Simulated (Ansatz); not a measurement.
# MoO3− (doublet): energies up the ladder

The task, for MoO3− (doublet): energies up the ladder. Charge -1. Spin multiplicity 2.

Program: Ansatz 0.2.0. Level of theory: the levels named in each step. These are calculated values, not measurements.

### Step 1. The starting structure

Bond lengths: O1–Mo2 1.657 Å, Mo2–O3 1.657 Å, Mo2–O4 1.657 Å. Angles: O1–Mo2–O3 111.8°, O1–Mo2–O4 111.8°, O3–Mo2–O4 111.8°.

Coordinates:

```xyz
4

O    -0.5270    1.4988   -0.3011
Mo    0.0003   -0.0024    0.1620
O    -1.0314   -1.1982   -0.3396
O     1.5567   -0.2865   -0.3307
```

### Step 2. A rough first relaxation, PBE-D4/def2-SVPD

Input file input.yaml:

```yaml
crystal:
  periodic: [false, false, false]
  atoms:
    - { symbol: O, position_ang: [-0.52696, 1.49883, -0.30114] }
    - { symbol: Mo, position_ang: [0.00027, -0.00239, 0.16201] }
    - { symbol: O, position_ang: [-1.03143, -1.1982, -0.33962] }
    - { symbol: O, position_ang: [1.55674, -0.28646, -0.33072] }
magnetization:
  spin_polarized: true
  initial_magnetization: 1
total_charge: -1
basis:
  gaussian: { orbitals: def2-SVPD }
hamiltonian:
  xc: pbe
  dispersion: d4
relax:
  f_tol: 0.03
  max_steps: 200
```

Command:

```console
ansatz run input.yaml --threads 4 --pin off --max-ram 10240MiB --backend cpu --events-out ev --progress --plain --runs-dir out
```

Output, cut to the lines that bear on the results:

```text
Warning: RAYON_NUM_THREADS=4 ignored (pool sized by the plan → 4); use --threads N
[...]
Functional definition: PBE
[...]
861 factors; their error is unknown
[...]
mean field -7991.81897126 eV, -293.6939301443 hartree, gradient 2.8e-5 eV, S^2 0.752758; 0 other end points of the search recorded, 0 dependent functions left out
[...]
reference -7991.81901161 eV, -293.6939316272 hartree; 20, 19 occupied and 83, 84 virtual orbitals, 861 factors
relax step   1: F+E_penalty+E_count = -7991.93586518 eV  Δ(F+E_penalty+E_count) = +0.000e0 eV  max|allowed force component| = 5.006e0 eV/Å  Δτ_max = 0.0000 Å  (31 SCF iters, accepted)
[...]
relax step   3: F+E_penalty+E_count = -7992.62816911 eV  Δ(F+E_penalty+E_count) = -4.383e-2 eV  max|allowed force component| = 9.209e-2 eV/Å  Δτ_max = 0.0703 Å  (39 SCF iters, accepted)
[...]
relax step   4: F+E_penalty+E_count = -7992.62849786 eV  Δ(F+E_penalty+E_count) = -3.288e-4 eV  max|allowed force component| = 3.190e-3 eV/Å  Δτ_max = 0.0030 Å  (36 SCF iters, accepted)
861 factors; their error is unknown
mean field -7992.51797497 eV, -293.7196180569 hartree, gradient 1.1e-5 eV, S^2 0.755059; 1 other end points of the search recorded, 0 dependent functions left out
[...]
reference -7992.51801546 eV, -293.7196195447 hartree; 20, 19 occupied and 83, 84 virtual orbitals, 861 factors
Total energy: -7992.62853835 eV, -293.7236811860 hartree
Atom 0 at    -0.566477     1.610779    -0.278889 Å, force    -0.000386     0.001113    -0.001045 eV/Å
Atom 1 at     0.000168    -0.001469     0.100383 Å, force     0.000019    -0.000034     0.003190 eV/Å
Atom 2 at    -1.108838    -1.288881    -0.320268 Å, force    -0.000783    -0.000887    -0.001078 eV/Å
Atom 3 at     1.673766    -0.308649    -0.310696 Å, force     0.001150    -0.000192    -0.001066 eV/Å
Dipole moment:     0.000503    -0.004330     0.296917 e Å
```

It took 5 s on 4 threads of AMD EPYC 9R14 (Zen 4), shared host; peak memory 0.22 GiB.

Relaxation path:

```
step  energy from step 1 (eV)  largest force component (eV/Å)
   1                   0.0000                          5.0057
   2                  -0.6485                          0.7977
   3                  -0.6923                          0.0921
   4                  -0.6926                          0.0032
```

Step 1 is the start.

Before: Bond lengths: O1–Mo2 1.657 Å, Mo2–O3 1.657 Å, Mo2–O4 1.657 Å. Angles: O1–Mo2–O3 111.8°, O1–Mo2–O4 111.8°, O3–Mo2–O4 111.8°.

After: Bond lengths: O1–Mo2 1.751 Å, Mo2–O3 1.751 Å, Mo2–O4 1.751 Å. Angles: O1–Mo2–O3 114.8°, O1–Mo2–O4 114.8°, O3–Mo2–O4 114.8°.

### Step 3. Relaxation, PBE0-D4/def2-TZVPPD

Input file input.yaml:

```yaml
crystal:
  periodic: [false, false, false]
  atoms:
    - { symbol: O, position_ang: [-0.56647721, 1.61077897, -0.27888917] }
    - { symbol: Mo, position_ang: [0.00016844, -0.00146882, 0.10038285] }
    - { symbol: O, position_ang: [-1.1088375, -1.28888139, -0.32026794] }
    - { symbol: O, position_ang: [1.67376627, -0.30864877, -0.31069574] }
magnetization:
  spin_polarized: true
  initial_magnetization: 1
total_charge: -1
basis:
  gaussian: { orbitals: def2-TZVPPD.json }
hamiltonian:
  xc: pbe0
  dispersion: d4
relax:
  f_tol: 0.002
  max_steps: 150
```

Command:

```console
ansatz run input.yaml --threads 4 --pin off --max-ram 10240MiB --backend cpu --events-out ev --progress --plain --runs-dir out
```

Output, cut to the lines that bear on the results:

```text
Warning: RAYON_NUM_THREADS=4 ignored (pool sized by the plan → 4); use --threads N
[...]
Functional definition: PBE0
[...]
921 factors; their error is unknown
[...]
mean field -7997.69819600 eV, -293.9099876684 hartree, gradient 4.0e-5 eV, S^2 0.759075; 0 other end points of the search recorded, 0 dependent functions left out
[...]
reference -7997.69823464 eV, -293.9099890884 hartree; 20, 19 occupied and 156, 157 virtual orbitals, 921 factors
relax step   1: F+E_penalty+E_count = -7997.79087462 eV  Δ(F+E_penalty+E_count) = +0.000e0 eV  max|allowed force component| = 1.141e0 eV/Å  Δτ_max = 0.0000 Å  (41 SCF iters, accepted)
[...]
relax step   4: F+E_penalty+E_count = -7997.83973721 eV  Δ(F+E_penalty+E_count) = -1.066e-3 eV  max|allowed force component| = 6.609e-3 eV/Å  Δτ_max = 0.0190 Å  (42 SCF iters, accepted)
[...]
relax step   5: F+E_penalty+E_count = -7997.83975149 eV  Δ(F+E_penalty+E_count) = -1.428e-5 eV  max|allowed force component| = 1.772e-4 eV/Å  Δτ_max = 0.0020 Å  (43 SCF iters, accepted)
921 factors; their error is unknown
[...]
mean field -7997.74618811 eV, -293.9117513461 hartree, gradient 2.2e-5 eV, S^2 0.758442; 1 other end points of the search recorded, 0 dependent functions left out
[...]
reference -7997.74622646 eV, -293.9117527552 hartree; 20, 19 occupied and 156, 157 virtual orbitals, 921 factors
Total energy: -7997.83978983 eV, -293.9151911459 hartree
Atom 0 at    -0.562429     1.599169    -0.266625 Å, force     0.000050    -0.000144     0.000057 eV/Å
Atom 1 at     0.000105    -0.000923     0.063069 Å, force    -0.000001     0.000005    -0.000178 eV/Å
Atom 2 at    -1.100929    -1.279861    -0.307709 Å, force     0.000093     0.000111     0.000061 eV/Å
Atom 3 at     1.661874    -0.306604    -0.298205 Å, force    -0.000143     0.000028     0.000060 eV/Å
Dipole moment:     0.000495    -0.004254     0.291867 e Å
```

Run time: 15 s. Hardware: 4 threads of AMD EPYC 9R14 (Zen 4), shared host; peak memory 0.46 GiB.

Step by step:

| step | energy from step 1 (eV) | largest force component (eV/Å) |
| --- | --- | --- |
| 1 | 0.0000 | 1.1411 |
| 2 | -0.0443 | 0.1338 |
| 3 | -0.0478 | 0.0750 |
| 4 | -0.0489 | 0.0066 |
| 5 | -0.0489 | 0.0002 |

Step 1 is the start.

Before: Bond lengths: O1–Mo2 1.751 Å, Mo2–O3 1.751 Å, Mo2–O4 1.751 Å. Angles: O1–Mo2–O3 114.8°, O1–Mo2–O4 114.8°, O3–Mo2–O4 114.8°.

After: Bond lengths: O1–Mo2 1.728 Å, Mo2–O3 1.728 Å, Mo2–O4 1.728 Å. Angles: O1–Mo2–O3 115.9°, O1–Mo2–O4 115.9°, O3–Mo2–O4 115.9°.

### Step 4. Frequencies, PBE0-D4/def2-TZVPPD

Input file input.yaml:

```yaml
crystal:
  periodic: [false, false, false]
  atoms:
    - { symbol: O, position_ang: [-0.56242944, 1.59916851, -0.26662482] }
    - { symbol: Mo, position_ang: [0.0001047, -0.0009233, 0.06306949] }
    - { symbol: O, position_ang: [-1.10092882, -1.27986113, -0.30770939] }
    - { symbol: O, position_ang: [1.66187356, -0.30660408, -0.29820529] }
magnetization:
  spin_polarized: true
  initial_magnetization: 1
total_charge: -1
basis:
  gaussian: { orbitals: def2-TZVPPD.json }
hamiltonian:
  xc: pbe0
  dispersion: d4
phonons: {}
```

Command:

```console
ansatz run input.yaml --threads 4 --pin off --max-ram 10240MiB --backend cpu --events-out ev --progress --plain --runs-dir out
```

Output, cut to the lines that bear on the results:

```text
Warning: RAYON_NUM_THREADS=4 ignored (pool sized by the plan → 4); use --threads N
[...]
Functional definition: PBE0
[...]
921 factors; their error is unknown
[...]
mean field -7997.74618811 eV, -293.9117513461 hartree, gradient 3.1e-5 eV, S^2 0.758443; 0 other end points of the search recorded, 0 dependent functions left out
[...]
reference -7997.74622646 eV, -293.9117527553 hartree; 20, 19 occupied and 156, 157 virtual orbitals, 921 factors
[...]
921 factors; their error is unknown
mean field -7997.74601768 eV, -293.9117450829 hartree, gradient 1.7e-6 eV, S^2 0.758400; 0 other end points of the search recorded, 0 dependent functions left out
[...]
reference -7997.74605603 eV, -293.9117464922 hartree; 20, 19 occupied and 156, 157 virtual orbitals, 921 factors
[...]
921 factors; their error is unknown
[...]
reference -7997.74621174 eV, -293.9117522142 hartree; 20, 19 occupied and 156, 157 virtual orbitals, 921 factors
[...]
921 factors; their error is unknown
mean field -7997.74618453 eV, -293.9117512145 hartree, gradient 2.9e-6 eV, S^2 0.758442; 0 other end points of the search recorded, 0 dependent functions left out
[...]
reference -7997.74622288 eV, -293.9117526239 hartree; 20, 19 occupied and 156, 157 virtual orbitals, 921 factors
Total energy: -7997.83978983 eV, -293.9151911459 hartree
Atom 0 at    -0.562429     1.599169    -0.266625 Å, force     0.000051    -0.000145     0.000058 eV/Å
Atom 1 at     0.000105    -0.000923     0.063069 Å, force    -0.000002     0.000007    -0.000178 eV/Å
Atom 2 at    -1.100929    -1.279861    -0.307709 Å, force     0.000094     0.000111     0.000060 eV/Å
Atom 3 at     1.661874    -0.306604    -0.298205 Å, force    -0.000143     0.000027     0.000059 eV/Å
Dipole moment:     0.000495    -0.004254     0.291868 e Å
Vibrations: 170.61 315.81 315.83 927.86 927.86 958.48 cm⁻¹, zero-point energy 0.224191 eV
```

Wall time 26 s (4 threads of AMD EPYC 9R14 (Zen 4), shared host); peak memory 0.46 GiB.

Harmonic frequencies (cm⁻¹; negative: imaginary): 171, 316, 316, 928, 928, 958.

### Step 5. Single point, PBE-D4/def2-TZVPPD

Changes to input.yaml since step 4:

```diff
@@ -14,4 +14,3 @@
 hamiltonian:
-  xc: pbe0
+  xc: pbe
   dispersion: d4
-phonons: {}
```

Command:

```console
ansatz run input.yaml --threads 4 --pin off --max-ram 10240MiB --backend cpu --events-out ev --progress --plain --runs-dir out
```

Output:

```text
Warning: RAYON_NUM_THREADS=4 ignored (pool sized by the plan → 4); use --threads N
Engine: ansatz 0.2.0, x86_64-unknown-linux-gnu
Functional definition: PBE
  parameter kappa = 0.804
  parameter beta = 0.06672455060314922
  exchange = pbe_x(kappa = kappa, mu = beta*pi^2/3)
  correlation = pbe_c(beta = beta)
851 factors; their error is unknown
mean field evaluation 1: about -7989.2395 eV, gradient 5.6e1 eV
mean field evaluation 2: about -7770.4280 eV, gradient 2.4e2 eV
mean field evaluation 4: about -7999.5710 eV, gradient 1.2e1 eV
mean field evaluation 8: about -8000.1812 eV, gradient 2.7e-1 eV
mean field evaluation 16: about -8000.1742 eV, gradient 1.3e-3 eV
mean field -8000.17419297 eV, -294.0009788788 hartree, gradient 2.5e-5 eV, S^2 0.754814; 0 other end points of the search recorded, 0 dependent functions left out
reference -8000.17424050 eV, -294.0009806256 hartree; 20, 19 occupied and 156, 157 virtual orbitals, 851 factors
Total energy: -8000.28589539 eV, -294.0050838670 hartree
```

It took 1.5 s on 4 threads of AMD EPYC 9R14 (Zen 4), shared host; peak memory 0.24 GiB.

### Step 6. Single point, r2SCAN-D4/def2-TZVPPD

Changes to input.yaml since step 5:

```diff
@@ -14,3 +14,3 @@
 hamiltonian:
-  xc: pbe
+  xc: r2scan
   dispersion: d4
```

Command:

```console
ansatz run input.yaml --threads 4 --pin off --max-ram 10240MiB --backend cpu --events-out ev --progress --plain --runs-dir out
```

Output:

```text
Warning: RAYON_NUM_THREADS=4 ignored (pool sized by the plan → 4); use --threads N
Engine: ansatz 0.2.0, x86_64-unknown-linux-gnu
Functional definition: r2SCAN
  parameter k0 = 0.174
  parameter k1 = 0.065
  parameter a1 = 4.9479
  exchange = r2scan_x(k0 = k0, k1 = k1, a1 = a1)
  correlation = r2scan_c
851 factors; their error is unknown
mean field evaluation 1: about -7992.6163 eV, gradient 5.6e1 eV
mean field evaluation 2: about -7796.5232 eV, gradient 2.3e2 eV
mean field evaluation 4: about -8002.9938 eV, gradient 9.2e0 eV
mean field evaluation 8: about -8003.3556 eV, gradient 1.7e-1 eV
mean field evaluation 16: about -8003.3496 eV, gradient 1.8e-3 eV
mean field -8003.34962220 eV, -294.1176737507 hartree, gradient 4.0e-5 eV, S^2 0.758029; 0 other end points of the search recorded, 0 dependent functions left out
reference -8003.34965320 eV, -294.1176748899 hartree; 20, 19 occupied and 156, 157 virtual orbitals, 851 factors
Total energy: -8003.37428855 eV, -294.1185802223 hartree
```

Run time: 3.4 s. Hardware: 4 threads of AMD EPYC 9R14 (Zen 4), shared host; peak memory 0.31 GiB.

### Step 7. Single point, B3LYP-D4/def2-TZVPPD

Changes to input.yaml since step 6:

```diff
@@ -14,3 +14,3 @@
 hamiltonian:
-  xc: r2scan
+  xc: { name: B3LYP }
   dispersion: d4
```

Command:

```console
ansatz run input.yaml --threads 4 --pin off --max-ram 10240MiB --backend cpu --events-out ev --progress --plain --runs-dir out
```

Output:

```text
Warning: RAYON_NUM_THREADS=4 ignored (pool sized by the plan → 4); use --threads N
Engine: ansatz 0.2.0, x86_64-unknown-linux-gnu
Functional definition: B3LYP
  parameter a0 = 0.2
  parameter ax = 0.72
  parameter ac = 0.81
  exchange = (1 - a0 - ax)*slater_x + ax*b88_x + a0*exact_x
  correlation = (1 - ac)*vwn_rpa_c + ac*lyp_c
914 factors; their error is unknown
mean field evaluation 1: about -7992.9613 eV, gradient 5.9e1 eV
mean field evaluation 2: about -7813.1579 eV, gradient 2.3e2 eV
mean field evaluation 4: about -8005.1229 eV, gradient 7.4e0 eV
mean field evaluation 8: about -8005.3515 eV, gradient 2.8e-1 eV
mean field evaluation 16: about -8005.4244 eV, gradient 4.4e-4 eV
mean field -8005.42442713 eV, -294.1939214255 hartree, gradient 6.8e-5 eV, S^2 0.754593; 0 other end points of the search recorded, 0 dependent functions left out
reference -8005.42465980 eV, -294.1939299757 hartree; 20, 19 occupied and 156, 157 virtual orbitals, 914 factors
Total energy: -8005.60766139 eV, -294.2006551603 hartree
```

It took 2.3 s on 4 threads of AMD EPYC 9R14 (Zen 4), shared host; peak memory 0.44 GiB.

### Step 8. Single point, wB97M-V/def2-TZVPPD

Changes to input.yaml since step 7:

```diff
@@ -14,3 +14,2 @@
 hamiltonian:
-  xc: { name: B3LYP }
-  dispersion: d4
+  xc: { name: wB97M-V }
```

Command:

```console
ansatz run input.yaml --threads 4 --pin off --max-ram 10240MiB --backend cpu --events-out ev --progress --plain --runs-dir out
```

Output, cut to the lines that bear on the results:

```text
Warning: RAYON_NUM_THREADS=4 ignored (pool sized by the plan → 4); use --threads N
[...]
Functional definition: wB97M-V
[...]
  gx(w, u) = 1 - cx + cx01*u + cx10*w
  gss(w, u) = css00 + css04*u^4 + css10*w + css20*w^2 + css43*w^4*u^3
  gos(w, u) = cos00 + cos10*w + (cos20 + cos21*u)*w^2 + (cos60 + cos61*u)*w^6
[...]
      + integral(e_c_pw_mod_opposite_spin*gos(b97_w_opposite, b97_u_opposite)) + vv10(b, c)
878 factors; their error is unknown
228 factors; integrals over basis functions are off by at most 2.9e-5 eV
[...]
mean field -8000.35833721 eV, -294.0077460547 hartree, gradient 2.7e-5 eV, S^2 0.755425; 0 other end points of the search recorded, 0 dependent functions left out
reference -8000.35839056 eV, -294.0077480153 hartree; 20, 19 occupied and 156, 157 virtual orbitals, 878 factors
Total energy: -8000.35839056 eV, -294.0077480153 hartree
```

Run time: 6.3 s. Hardware: 4 threads of AMD EPYC 9R14 (Zen 4), shared host; peak memory 0.66 GiB.

### Step 9. Single point, B2PLYP/def2-TZVPPD

Changes to input.yaml since step 8:

```diff
@@ -14,2 +14,2 @@
 hamiltonian:
-  xc: { name: wB97M-V }
+  xc: { name: B2PLYP }
```

Command:

```console
ansatz run input.yaml --threads 4 --pin off --max-ram 10240MiB --backend cpu --events-out ev --progress --plain --runs-dir out
```

Output, cut to the lines that bear on the results:

```text
Warning: RAYON_NUM_THREADS=4 ignored (pool sized by the plan → 4); use --threads N
[...]
Functional definition: B2PLYP
[...]
1138 factors; integrals over basis functions are off by at most 7.7e-4 eV
[...]
mean field -7986.98592473 eV, -293.5163189602 hartree, gradient 5.9e-6 eV, S^2 0.763314; 0 other end points of the search recorded, 0 dependent functions left out
3 core orbitals not correlated: weight in the atoms' cores, before any rotation towards them, 1.000 or more for the frozen orbitals, at most 0.000 for the correlated occupied ones
reference -7986.98607456 eV, -293.5163244664 hartree; 17, 16 occupied and 156, 157 virtual orbitals, 1138 factors
second order -45.25387928 eV of doubles, -0.00000000 eV of singles
Total energy: -7999.20462196 eV, -293.9653478015 hartree
```

Run time: 6.5 s. Hardware: 4 threads of AMD EPYC 9R14 (Zen 4), shared host; peak memory 0.65 GiB.

### Step 10. Single point, LDA/def2-TZVPPD

Changes to input.yaml since step 9:

```diff
@@ -14,2 +14,2 @@
 hamiltonian:
-  xc: { name: B2PLYP }
+  xc: lda
```

Command:

```console
ansatz run input.yaml --threads 4 --pin off --max-ram 10240MiB --backend cpu --events-out ev --progress --plain --runs-dir out
```

Output:

```text
Warning: RAYON_NUM_THREADS=4 ignored (pool sized by the plan → 4); use --threads N
Engine: ansatz 0.2.0, x86_64-unknown-linux-gnu
Functional definition: SPW92
  exchange = slater_x
  correlation = pw_c
851 factors; their error is unknown
mean field evaluation 1: about -7948.4009 eV, gradient 5.5e1 eV
mean field evaluation 2: about -7731.5412 eV, gradient 2.4e2 eV
mean field evaluation 4: about -7958.6513 eV, gradient 1.1e1 eV
mean field evaluation 8: about -7959.1503 eV, gradient 2.8e-1 eV
mean field evaluation 16: about -7959.1443 eV, gradient 1.5e-3 eV
mean field -7959.14427809 eV, -292.4931573180 hartree, gradient 3.1e-5 eV, S^2 0.753650; 0 other end points of the search recorded, 0 dependent functions left out
reference -7959.14432226 eV, -292.4931589412 hartree; 20, 19 occupied and 156, 157 virtual orbitals, 851 factors
Total energy: -7959.14432226 eV, -292.4931589412 hartree
```

It took 0.98 s on 4 threads of AMD EPYC 9R14 (Zen 4), shared host; peak memory 0.23 GiB.

### Step 11. Single point, PBE0-D4/def2-SVPD

Changes to input.yaml since step 10:

```diff
@@ -12,4 +12,5 @@
 basis:
-  gaussian: { orbitals: def2-TZVPPD.json }
+  gaussian: { orbitals: def2-SVPD }
 hamiltonian:
-  xc: lda
+  xc: pbe0
+  dispersion: d4
```

Command:

```console
ansatz run input.yaml --threads 4 --pin off --max-ram 10240MiB --backend cpu --events-out ev --progress --plain --runs-dir out
```

Output:

```text
Warning: RAYON_NUM_THREADS=4 ignored (pool sized by the plan → 4); use --threads N
Engine: ansatz 0.2.0, x86_64-unknown-linux-gnu
Functional definition: PBE0
  parameter a = 0.25
  parameter kappa = 0.804
  parameter beta = 0.06672455060314922
  exchange = (1 - a)*pbe_x(kappa = kappa, mu = beta*pi^2/3) + a*exact_x
  correlation = pbe_c(beta = beta)
897 factors; their error is unknown
mean field evaluation 1: about -7978.5044 eV, gradient 5.4e1 eV
mean field evaluation 2: about -7830.2115 eV, gradient 2.0e2 eV
mean field evaluation 4: about -7989.8188 eV, gradient 4.6e0 eV
mean field evaluation 8: about -7989.9244 eV, gradient 2.1e-1 eV
mean field evaluation 16: about -7989.9753 eV, gradient 2.5e-4 eV
mean field -7989.97525991 eV, -293.6261750020 hartree, gradient 5.0e-5 eV, S^2 0.758568; 0 other end points of the search recorded, 0 dependent functions left out
reference -7989.97529038 eV, -293.6261761217 hartree; 20, 19 occupied and 83, 84 virtual orbitals, 897 factors
Total energy: -7990.06885375 eV, -293.6296145123 hartree
```

Wall time 1.2 s (4 threads of AMD EPYC 9R14 (Zen 4), shared host); peak memory 0.25 GiB.

### Step 12. Single point, PBE-D4/def2-SVPD

Changes to input.yaml since step 11:

```diff
@@ -14,3 +14,3 @@
 hamiltonian:
-  xc: pbe0
+  xc: pbe
   dispersion: d4
```

Command:

```console
ansatz run input.yaml --threads 4 --pin off --max-ram 10240MiB --backend cpu --events-out ev --progress --plain --runs-dir out
```

Output:

```text
Warning: RAYON_NUM_THREADS=4 ignored (pool sized by the plan → 4); use --threads N
Engine: ansatz 0.2.0, x86_64-unknown-linux-gnu
Functional definition: PBE
  parameter kappa = 0.804
  parameter beta = 0.06672455060314922
  exchange = pbe_x(kappa = kappa, mu = beta*pi^2/3)
  correlation = pbe_c(beta = beta)
861 factors; their error is unknown
mean field evaluation 1: about -7980.9070 eV, gradient 5.6e1 eV
mean field evaluation 2: about -7762.4815 eV, gradient 2.2e2 eV
mean field evaluation 4: about -7991.9237 eV, gradient 1.1e1 eV
mean field evaluation 8: about -7992.5029 eV, gradient 1.0e-1 eV
mean field evaluation 16: about -7992.4700 eV, gradient 9.2e-5 eV
mean field -7992.46996374 eV, -293.7178536768 hartree, gradient 4.6e-5 eV, S^2 0.754771; 0 other end points of the search recorded, 0 dependent functions left out
reference -7992.47000432 eV, -293.7178551679 hartree; 20, 19 occupied and 83, 84 virtual orbitals, 861 factors
Total energy: -7992.58165920 eV, -293.7219584093 hartree
```

Run time: 1.1 s. Hardware: 4 threads of AMD EPYC 9R14 (Zen 4), shared host; peak memory 0.17 GiB.

### Step 13. Geometries side by side

| level | O1–Mo2 (Å) | Mo2–O3 (Å) | Mo2–O4 (Å) | rotational constants (MHz) | highest frequency (cm⁻¹) | CPU time |
| --- | --- | --- | --- | --- | --- | --- |
| PBE0-D4/def2-TZVPPD | 1.7278 | 1.7278 | 1.7278 | 6955.8, 6955.7, 3682.3 | 958 | 56 s |

Constants are for the commonest isotopes at the equilibrium geometry; times are CPU times of the relaxations.

### Step 14. Total energies

| level | energy (eV) | CPU time |
| --- | --- | --- |
| PBE-D4/def2-TZVPPD | -8000.2859 | 5.1 s |
| r2SCAN-D4/def2-TZVPPD | -8003.3743 | 12 s |
| B3LYP-D4/def2-TZVPPD | -8005.6077 | 8 s |
| wB97M-V/def2-TZVPPD | -8000.3584 | 23 s |
| B2PLYP/def2-TZVPPD | -7999.2046 | 23 s |
| LDA/def2-TZVPPD | -7959.1443 | 2.9 s |
| PBE0-D4/def2-SVPD | -7990.0689 | 4 s |
| PBE-D4/def2-SVPD | -7992.5817 | 3.5 s |

### Step 15. What came out

| quantity | value |
| --- | --- |
| O1–Mo2 at PBE0-D4/def2-TZVPPD | 1.728 Å |
| Mo2–O3 at PBE0-D4/def2-TZVPPD | 1.728 Å |
| Mo2–O4 at PBE0-D4/def2-TZVPPD | 1.728 Å |
| frequencies at PBE0-D4/def2-TZVPPD | 171 to 958 cm⁻¹ |
| energy at PBE-D4/def2-SVPD | -7992.582 eV |

In words: No mode is imaginary, so the geometry is a minimum. These totals serve in differences with atoms or fragments at the same level; alone they don't rank the methods. Heavy atoms carry effective core potentials in def2 sets, and spin-orbit coupling is left out.
